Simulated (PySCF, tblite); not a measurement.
# C5H6ClNS: a rotation path, then NMR shifts on frames

How do NMR shifts of C5H6ClNS (`CCc1csc(Cl)n1`) change as the atoms move?

Computed with tblite 0.8.0 and PySCF 2.14.0, with density-fitted response routines of our own, on a single molecule in the gas phase. Atoms count from 0, in the outputs and in this text.

### Step 1. The molecule as given

14 atoms, charge 0, multiplicity 1; geometry from: GFN2-xTB.

Bonds of the start (Å): C0–C1 1.53, C1–C2 1.49, C2–C3 1.36, C3–S4 1.72, S4–C5 1.75, C5–Cl6 1.69, C5–N7 1.28, N7–C2 1.36, C0–H8 1.09, C0–H9 1.09, C0–H10 1.09, C1–H11 1.09, C1–H12 1.09, C3–H13 1.07.

### Step 2. The rotation path with GFN2-xTB

What the job is given:

```
{"job": {"kind": "neb", "xc": "GFN2-xTB", "basis": "xTB", "atoms": [7, 2, 1, 0], "turn": 120}, "charge": 0, "multiplicity": 1}
C     -1.853361    -0.388522     0.629339
C     -1.106751     0.123141    -0.603790
C      0.359124     0.205760    -0.333204
C      1.040678     1.302089     0.096445
S      2.710088     0.946488     0.333713
C      2.350212    -0.693960    -0.175519
Cl     3.561788    -1.869353    -0.253718
N      1.125171    -0.910363    -0.476764
H     -1.481313    -1.370387     0.909417
H     -1.711128     0.288620     1.468604
H     -2.917040    -0.464876     0.419290
H     -1.263780    -0.566204    -1.433821
H     -1.481027     1.108899    -0.883292
H      0.666660     2.288196     0.281132
```

With the program's defaults for keys left out, this is: GFN2-xTB climbing-image nudged elastic band, gas phase.

The run is started by

```console
OMP_NUM_THREADS=1 python probes_run.py task.json out
```

One launch serves the whole session: the jobs run in the order shown.

The log of the run:

```text
image   E - E0 / eV
  0       0.0000
  1       0.0060
  2       0.0134
  3       0.0205
  4       0.0230
  5       0.0188
  6       0.0135
  7       0.0138
  8       0.0175
```

Run time: 3 s. Hardware: 1 thread of Arm Neoverse V2, shared host; peak memory 0.18 GiB.

The final band, with the dihedral N7–C2–C1–C0:

```csv
image,dihedral (°),energy (eV),energy (kcal/mol)
0,84,0.000,0.0
1,98,0.006,0.1
2,112,0.013,0.3
3,127,0.021,0.5
4,142,0.023,0.5
5,157,0.019,0.4
6,172,0.014,0.3
7,187,0.014,0.3
8,203,0.017,0.4
```

### Step 3. NMR shieldings: image 0, PBE0/pcSseg-1

What the job is given:

```
{"job": {"kind": "nmr", "xc": "PBE0", "basis": "pcSseg-1", "pop": false}, "charge": 0, "multiplicity": 1}
C     -1.853400    -0.388500     0.629300
C     -1.106800     0.123100    -0.603800
C      0.359100     0.205800    -0.333200
C      1.040700     1.302100     0.096400
S      2.710100     0.946500     0.333700
C      2.350200    -0.694000    -0.175500
Cl     3.561800    -1.869400    -0.253700
N      1.125200    -0.910400    -0.476800
H     -1.481300    -1.370400     0.909400
H     -1.711100     0.288600     1.468600
H     -2.917000    -0.464900     0.419300
H     -1.263800    -0.566200    -1.433800
H     -1.481000     1.108900    -0.883300
H      0.666700     2.288200     0.281100
```

Method: GIAO PBE0/pcSseg-1 NMR shielding, non-relativistic, gas phase.

The log of the run:

```text
coarse grid: 13464 points
cycle   1  E = -1106.5203134890  dE =  1.434e+00  |g| = 4.879e-01  |ddm| = 3.734e+00
cycle   2  E = -1106.4057197938  dE =  1.146e-01  |g| = 8.673e-01  |ddm| = 1.149e+00
cycle   3  E = -1106.5771945605  dE = -1.715e-01  |g| = 1.114e-01  |ddm| = 8.164e-01
cycle   4  E = -1106.5798506856  dE = -2.656e-03  |g| = 4.280e-02  |ddm| = 1.379e-01
cycle   5  E = -1106.5802362303  dE = -3.855e-04  |g| = 1.453e-02  |ddm| = 5.195e-02
cycle   6  E = -1106.5802846976  dE = -4.847e-05  |g| = 6.138e-03  |ddm| = 2.131e-02
cycle   7  E = -1106.5802945555  dE = -9.858e-06  |g| = 1.094e-03  |ddm| = 6.998e-03
final grid: 122760 points
cycle   8  E = -1106.6282879305  dE = -2.932e-05  |g| = 9.529e-03  |ddm| = 3.083e-02
cycle   9  E = -1106.6282487098  dE =  3.922e-05  |g| = 1.517e-02  |ddm| = 2.501e-02
cycle  10  E = -1106.6283086720  dE = -5.996e-05  |g| = 2.805e-03  |ddm| = 1.850e-02
cycle  11  E = -1106.6283105602  dE = -1.888e-06  |g| = 4.077e-04  |ddm| = 2.849e-03
cycle  12  E = -1106.6283105949  dE = -3.463e-08  |g| = 1.266e-04  |ddm| = 4.874e-04
cycle  13  E = -1106.6283105986  dE = -3.738e-09  |g| = 3.581e-05  |ddm| = 1.568e-04
cycle  14  E = -1106.6283105989  dE = -3.160e-10  |g| = 8.636e-06  |ddm| = 4.176e-05
converged SCF energy = -1106.6283105989

GIAO shielding tensors (ppm)
atom      isotropic    diamagn.    paramagn.     s11        s22        s33       span
  0 C      167.190     246.460     -79.270    153.177    162.260    186.132     32.955
  1 C      156.843     244.090     -87.247    144.138    152.808    173.583     29.446
  2 C       25.088     255.113    -230.025    -56.593     26.058    105.798    162.390
  3 C       63.880     257.717    -193.837    -12.228     76.969    126.898    139.126
  4 S      207.903    1055.430    -847.527    -28.659    317.801    334.567    363.226
  5 C       23.288     259.345    -236.057    -53.022     59.557     63.329    116.351
  6 Cl     677.785    1144.586    -466.801    401.645    641.774    989.934    588.289
  7 N      -87.298     329.949    -417.247   -343.875    -97.267    179.247    523.122
  8 H       30.196      29.683       0.513     25.489     29.819     35.281      9.791
  9 H       30.745      29.939       0.806     26.488     29.885     35.862      9.374
 10 H       30.413      28.116       2.298     26.339     26.816     38.084     11.745
 11 H       28.699      29.398      -0.699     24.613     27.563     33.922      9.309
 12 H       29.113      30.219      -1.106     24.537     28.657     34.145      9.608
 13 H       25.095      32.293      -7.198     21.788     26.180     27.318      5.530
```

Wall time 25 s (1 thread of Arm Neoverse V2, shared host); peak memory 0.81 GiB.

Shifts follow as δ = σ(reference) − σ, with reference shieldings (ppm) from runs at the same level and on the same kind of geometry: ¹H TMS 31.72, ¹³C TMS 186.9, ¹⁵N NH3 267.7, ³³S CS2 504, ³⁵Cl HCl 950. The references are single molecules in the gas phase, so shifts against H2O, NH3, PH3, H3PO4 or CFCl3 are not on the usual liquid scales and can be off by tens of ppm. Each atom is listed at this fixed geometry, with no averaging over motion; a spectrum would average atoms that exchange fast.

```csv
atoms,environment,σ (ppm),δ (ppm)
C5,aromatic carbon bearing chlorine,23.3,163.6
C2,substituted aromatic carbon next to a ring nitrogen,25.1,161.8
C3,aromatic CH next to the ring sulfur,63.9,123.0
C1,sp3 CH2 on an aromatic ring,156.8,30.1
C0,methyl carbon,167.2,19.7
H13,hydrogen on an aromatic CH next to the ring sulfur,25.10,6.62
H11,hydrogen on an sp3 CH2 on an aromatic ring,28.70,3.02
H12,hydrogen on an sp3 CH2 on an aromatic ring,29.11,2.60
H8,hydrogen on a methyl carbon,30.20,1.52
H10,hydrogen on a methyl carbon,30.41,1.30
H9,hydrogen on a methyl carbon,30.74,0.97
S4,aromatic ring sulfur,208,296
Cl6,chlorine bonded to C,678,272
N7,pyridine-type nitrogen of an azole,-87.3,355.0
```

Ring of atoms C2, C3, S4, C5, N7: NICS(0) -11.8, NICS(1) -10.7, NICS(1)zz -23.4 ppm (means of both faces).

### Step 4. NMR shieldings: image 2, PBE0/pcSseg-1

What the job is given:

```
{"job": {"kind": "nmr", "xc": "PBE0", "basis": "pcSseg-1", "pop": false}, "charge": 0, "multiplicity": 1}
C     -1.904500    -0.189600     0.637100
C     -1.076800    -0.020500    -0.637800
C      0.380100     0.109800    -0.332300
C      0.972500     1.136900     0.337000
S      2.662300     0.865600     0.528700
C      2.437100    -0.645400    -0.335300
Cl     3.735600    -1.684700    -0.632000
N      1.233100    -0.882900    -0.703700
H     -1.570100    -1.057600     1.200100
H     -1.813500     0.687900     1.273200
H     -2.951900    -0.325500     0.380700
H     -1.203900    -0.889600    -1.282900
H     -1.419200     0.867400    -1.174100
H      0.518600     2.027700     0.719100
```

Level: GIAO PBE0/pcSseg-1 NMR shielding, non-relativistic, gas phase.

The log of the run:

```text
coarse grid: 13464 points
cycle   1  E = -1106.5186909302  dE =  1.433e+00  |g| = 4.867e-01  |ddm| = 3.737e+00
cycle   2  E = -1106.4053907003  dE =  1.133e-01  |g| = 8.625e-01  |ddm| = 1.158e+00
cycle   3  E = -1106.5753025944  dE = -1.699e-01  |g| = 1.110e-01  |ddm| = 8.174e-01
cycle   4  E = -1106.5779815433  dE = -2.679e-03  |g| = 4.173e-02  |ddm| = 1.376e-01
cycle   5  E = -1106.5783573971  dE = -3.759e-04  |g| = 1.289e-02  |ddm| = 4.941e-02
cycle   6  E = -1106.5783932187  dE = -3.582e-05  |g| = 6.211e-03  |ddm| = 2.005e-02
cycle   7  E = -1106.5784033833  dE = -1.016e-05  |g| = 1.091e-03  |ddm| = 7.121e-03
cycle   8  E = -1106.5784036379  dE = -2.545e-07  |g| = 3.618e-04  |ddm| = 1.295e-03
final grid: 122760 points
cycle   9  E = -1106.6267533162  dE = -2.924e-05  |g| = 9.680e-03  |ddm| = 3.196e-02
cycle  10  E = -1106.6267170349  dE =  3.628e-05  |g| = 1.487e-02  |ddm| = 2.520e-02
cycle  11  E = -1106.6267748962  dE = -5.786e-05  |g| = 2.714e-03  |ddm| = 1.845e-02
cycle  12  E = -1106.6267766469  dE = -1.751e-06  |g| = 5.008e-04  |ddm| = 2.919e-03
cycle  13  E = -1106.6267766993  dE = -5.245e-08  |g| = 1.370e-04  |ddm| = 5.651e-04
cycle  14  E = -1106.6267767037  dE = -4.346e-09  |g| = 4.110e-05  |ddm| = 1.638e-04
cycle  15  E = -1106.6267767041  dE = -3.736e-10  |g| = 1.988e-05  |ddm| = 5.381e-05
converged SCF energy = -1106.6267767041

GIAO shielding tensors (ppm)
atom      isotropic    diamagn.    paramagn.     s11        s22        s33       span
  0 C      167.130     246.817     -79.687    150.610    165.389    185.391     34.782
  1 C      158.191     244.539     -86.348    145.444    153.186    175.943     30.499
  2 C       25.029     254.633    -229.604    -56.327     26.242    105.174    161.501
  3 C       63.209     257.649    -194.440    -16.233     74.498    131.362    147.595
  4 S      200.671    1055.486    -854.815    -42.663    316.093    328.584    371.247
  5 C       24.356     259.986    -235.629    -51.633     60.091     64.611    116.244
  6 Cl     680.200    1144.455    -464.255    404.843    645.050    990.707    585.864
  7 N      -89.126     329.625    -418.751   -341.007    -96.504    170.133    511.140
  8 H       30.442      29.835       0.608     26.464     29.413     35.450      8.985
  9 H       30.582      30.305       0.277     25.980     29.988     35.779      9.799
 10 H       30.398      28.167       2.231     25.888     27.219     38.085     12.197
 11 H       28.625      29.818      -1.194     23.473     28.356     34.045     10.572
 12 H       28.912      29.674      -0.762     25.044     27.536     34.157      9.113
 13 H       25.038      32.420      -7.382     21.672     25.806     27.636      5.964
```

Run time: 25 s. Hardware: 1 thread of Arm Neoverse V2, shared host; peak memory 0.87 GiB.

Key values: δ C5 162.6, C2 161.9, C3 123.7, C1 28.7, H13 6.68, H11 3.09 ppm.

(Part 1 of 2 ends here.)
